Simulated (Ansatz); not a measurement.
# InH3Cl− ([InClH3]-): BCCD(T)/STO-3G

Aim: the energy change on altering one bond length of InH3Cl− ([InClH3]-) at BCCD(T)/STO-3G, from 2 runs. 

The calculation is run with Ansatz 0.2.0.

6 further runs of the same task are left out: 6 that didn't finish.

### Step 1. Starting point

InH3Cl− has 5 atoms, charge -1, and is taken as a singlet. As SMILES, `[H][In-]([H])([H])[Cl]`. Geometry: a GFN2-xTB relaxation, a rough one for these elements and not checked as a minimum.

Bond lengths: In1–Cl2 2.339 Å, In1–H3 1.697 Å, In1–H4 1.696 Å, In1–H5 1.697 Å. Angles: Cl2–In1–H3 106.6°, Cl2–In1–H4 106.7°, Cl2–In1–H5 106.7°, H3–In1–H4 111.9°, H3–In1–H5 112.2°, H4–In1–H5 112.2°.

### Step 2. A single-point energy at BCCD(T)/STO-3G

Contents of run.yaml:

```yaml
basis:
  gaussian: {orbitals: STO-3G}
crystal:
  periodic: [false, false, false]
  atoms:
    - {symbol: In, position_ang: [-0.002150, 0.000620, -0.175700]}
    - {symbol: Cl, position_ang: [0.012800, -0.020350, 2.163640]}
    - {symbol: H, position_ang: [1.620790, 0.013380, -0.670930]}
    - {symbol: H, position_ang: [-0.818090, 1.410990, -0.645940]}
    - {symbol: H, position_ang: [-0.813350, -1.404640, -0.671060]}
total_charge: -1
correlation: {method: bccd_t, frozen_orbitals: {Cl: 5, H: 0, In: 18}}
accuracy: high
scf: {omitted_lower_state_checks: [cluster_reference, increment]}
```

Launch:

```sh
ansatz run run.yaml --threads 1 --pin off --max-ram 2610MiB --events-out events.jsonl --progress --plain --runs-dir runs
```

The log of the run, shortened:

```text
Warning: RAYON_NUM_THREADS=1 ignored (pool sized by the plan → 1); use --threads N
Functional definition: HF
  name "HF"
[...]
718 factors; integrals over basis functions are off by at most 4.0e-9 eV
[...]
mean field -167055.94820962 eV, -6139.1928621148 hartree, gradient 1.3e-8 eV, S^2 0.000000; 0 other end points of the search recorded, 0 dependent functions left out
23 core orbitals not correlated: weight in the atoms' cores, before any rotation towards them, 1.000 or more for the frozen orbitals, at most 0.000 for the correlated occupied ones
reference -167055.94820962 eV, -6139.1928621148 hartree; 12, 12 occupied and 4, 4 virtual orbitals, 718 factors
second order -0.93201429 eV of doubles, -0.00000000 eV of singles
cycle   1  -1.20577545 eV  change   -2.7e-1 eV  update   4.6e-2
[...]
cycle  16  -1.35641173 eV  change  -5.6e-10 eV  update   1.6e-9
perturbative correction -0.01156755 eV, -0.0004250995 hartree
Total energy: -167057.31618890 eV, -6139.2431344260 hartree
Checks for a lower state left out: cluster_reference, increment
```

Wall time 0.8 s (1 thread of Arm Neoverse V1, shared host); peak memory 0.097 GiB.

### Step 3. The distorted shape, same level

Contents of input.yaml:

```yaml
crystal:
  periodic: [false, false, false]
  atoms:
    - {symbol: In, position_ang: [-0.005888, 0.005863, -0.760583]}
    - {symbol: Cl, position_ang: [0.012800, -0.020350, 2.163640]}
    - {symbol: H, position_ang: [1.617052, 0.018623, -1.255813]}
    - {symbol: H, position_ang: [-0.821828, 1.416233, -1.230823]}
    - {symbol: H, position_ang: [-0.817088, -1.399397, -1.255943]}
basis:
  gaussian:
    orbitals: STO-3G
total_charge: -1
magnetization:
  spin_polarized: false
  initial_magnetization: 0
correlation:
  method: bccd_t
  frozen_orbitals: {Cl: 5, H: 0, In: 18}
accuracy: high
scf:
  omitted_lower_state_checks: [cluster_reference, increment]
```

Launch:

```sh
ansatz run input.yaml --threads 1 --pin off --max-ram 2610MiB --events-out events.jsonl --progress --plain --runs-dir runs
```

The log of the run, shortened:

```text
Warning: RAYON_NUM_THREADS=1 ignored (pool sized by the plan → 1); use --threads N
[... 2 set-up lines as earlier in the session ...]
[...]
706 factors; integrals over basis functions are off by at most 5.2e-9 eV
[...]
mean field -167055.05845992 eV, -6139.1601644166 hartree, gradient 5.0e-9 eV, S^2 0.000000; 0 other end points of the search recorded, 0 dependent functions left out
23 core orbitals not correlated: weight in the atoms' cores, before any rotation towards them, 1.000 or more for the frozen orbitals, at most 0.000 for the correlated occupied ones
reference -167055.05845992 eV, -6139.1601644166 hartree; 12, 12 occupied and 4, 4 virtual orbitals, 706 factors
second order -0.95158140 eV of doubles, -0.00000000 eV of singles
cycle   1  -1.23344423 eV  change   -2.8e-1 eV  update   5.0e-2
[...]
cycle  18  -1.39585842 eV  change   -1.4e-9 eV  update  9.3e-10
perturbative correction -0.01164562 eV, -0.0004279687 hartree
Total energy: -167056.46596396 eV, -6139.2118892360 hartree
Checks for a lower state left out: cluster_reference, increment
```

Run time: 0.8 s. Hardware: 1 thread of Arm Neoverse V1, shared host; peak memory 0.097 GiB.

### Step 4. Outcome

Level: BCCD(T)/STO-3G, 23 core orbitals frozen.

| quantity | value |
| --- | --- |
| first shape: total energy | -6139.24313 Eh |
| first shape: correlation energy (23 core orbitals frozen) | -50.3 mEh |
| first shape: (T) correction | -0.43 mEh |
| distorted shape: total energy | -6139.21189 Eh |
| distorted shape: correlation energy (23 core orbitals frozen) | -51.7 mEh |
| distorted shape: (T) correction | -0.43 mEh |
| energy change with the In1–Cl2 bond stretched from 2.339 to 2.924 Å | 0.850 eV |

What this shows: With the In1–Cl2 bond stretched from 2.339 to 2.924 Å the energy rises by 0.85 eV (82.0 kJ/mol). The first shape isn't relaxed at this level, so the change isn't measured from a minimum. The minimal basis adds a large error of its own. The triples (first shape) make up 0.8 % of the correlation energy. Relativity is left out (first shape) although the molecule holds a heavy atom. The triples (distorted shape) make up 0.8 % of the correlation energy. Relativity is left out (distorted shape) although the molecule holds a heavy atom.
